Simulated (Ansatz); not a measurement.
# C2H6SiTe: up Jacob's ladder to CCSD(T)

One table from this session's results is given with a row withheld; the runs are named, their logs left out.

Program: Ansatz 0.2.0, Gaussian basis. Level of theory: functionals in def2-TZVPP, the program's frozen cores in correlated methods. These are calculated values, not measurements.

Levels to be run: LDA (SPW92), PBE-D4, revPBE-D4, BLYP-D4, r2SCAN-D4, B97M-V, PBE0-D4, B3LYP-D4, r2SCANh-D4, r2SCAN0-D4, HSE06-D4, BHLYP-D4, CAM-B3LYP-D4, LC-ωPBE, ωB97X-V, ωB97M-V, B2PLYP, PBE-QIDH; CCSD(T)/def2-SVP; CCSD(T)/def2-TZVPP; MP2/def2-QZVPP; extrapolation to the limit; RPA on PBE.

## The relaxed structure

The geometry comes from an earlier relaxation with PBE0-D4 in a triple-zeta def2 set; it is a stationary point, not always the lowest conformer. Te takes the def2 core potential; no spin-orbit term is included.

10 atoms, charge 0, spin multiplicity 1.

Atoms are counted from 1 here; the program's logs count them from 0.

Bond lengths: C1–C2 1.324 Å, C1–H5 1.086 Å, C1–H6 1.084 Å, C2–Te3 2.104 Å, C2–H7 1.085 Å, Te3–Si4 2.490 Å, Si4–H8 1.485 Å, Si4–H9 1.486 Å, Si4–H10 1.485 Å. Angles: C2–C1–H5 120.5°, C2–C1–H6 122.5°, H5–C1–H6 117.0°, C1–C2–Te3 123.2°, C1–C2–H7 121.4°, Te3–C2–H7 115.2°, C2–Te3–Si4 93.6°, Te3–Si4–H8 112.2°, Te3–Si4–H9 109.3°, Te3–Si4–H10 106.7°, H8–Si4–H9 108.9°, H8–Si4–H10 109.6°, H9–Si4–H10 110.1°.

Set-up of the first run:

The input, in.yaml:

```yaml
crystal:
  periodic: [false, false, false]
  atoms:
    - {symbol: C, position_ang: [-0.768044, 1.664061, -1.454084]}
    - {symbol: C, position_ang: [0.107187, 0.939399, -0.774478]}
    - {symbol: Te, position_ang: [0.166776, 0.875550, 1.328073]}
    - {symbol: Si, position_ang: [0.438177, -1.598569, 1.401008]}
    - {symbol: H, position_ang: [-0.715039, 1.720452, -2.537538]}
    - {symbol: H, position_ang: [-1.560586, 2.224546, -0.970587]}
    - {symbol: H, position_ang: [0.892025, 0.383187, -1.276925]}
    - {symbol: H, position_ang: [-0.807291, -2.310725, 1.017400]}
    - {symbol: H, position_ang: [1.527011, -2.001416, 0.472925]}
    - {symbol: H, position_ang: [0.802884, -1.947786, 2.797108]}
basis:
  gaussian: {orbitals: def2-TZVPP}
hamiltonian: {xc: lda}
output: {orbitals: {seedname: orbitals}}
```

Among the steps run: LDA; PBE-D4 (GGA); revPBE-D4 (GGA); BLYP-D4 (GGA); r2SCAN-D4 (meta-GGA); B97M-V (meta-GGA); PBE0-D4 (hybrid); B3LYP-D4 (hybrid); r2SCANh-D4 (hybrid); r2SCAN0-D4 (hybrid); HSE06-D4 (hybrid); BHLYP-D4 (hybrid); CAM-B3LYP-D4 (range-separated); LC-ωPBE-D4 (range-separated; the results give it without D4); ωB97X-V (range-separated); ωB97M-V (range-separated); B2PLYP (double hybrid); PBE-QIDH (double hybrid).

One table of the session follows, with a row left open; its other results are not shown here.

It belongs to the step «Frontier levels by functional». 

| functional | HOMO (eV) | gap (eV) |
| --- | --- | --- |
| LDA (SPW92) | -5.37 | 3.58 |
| PBE-D4 | ? | ? |
| revPBE-D4 | -5.17 | 3.68 |
| BLYP-D4 | -5.05 | 3.59 |
| r2SCAN-D4 | -5.44 | 4.07 |
| B97M-V | -5.46 | 4.03 |
| PBE0-D4 | -6.20 | 5.44 |
| B3LYP-D4 | -5.99 | 5.02 |
| r2SCANh-D4 | -5.80 | 4.73 |
| r2SCAN0-D4 | -6.34 | 5.71 |
| HSE06-D4 | -5.81 | 4.69 |
| BHLYP-D4 | -7.02 | 7.13 |
| CAM-B3LYP-D4 | -7.37 | 7.62 |
| LC-ωPBE | -8.65 | 9.99 |
| ωB97X-V | -8.34 | 9.56 |
| ωB97M-V | -8.24 | 9.24 |

Q: Estimate the row for PBE-D4 from the others.

As computed: HOMO (eV): -5.22; gap (eV): 3.64. In the column «HOMO (eV)» it lies between LDA (SPW92) (-5.37) and revPBE-D4 (-5.17).
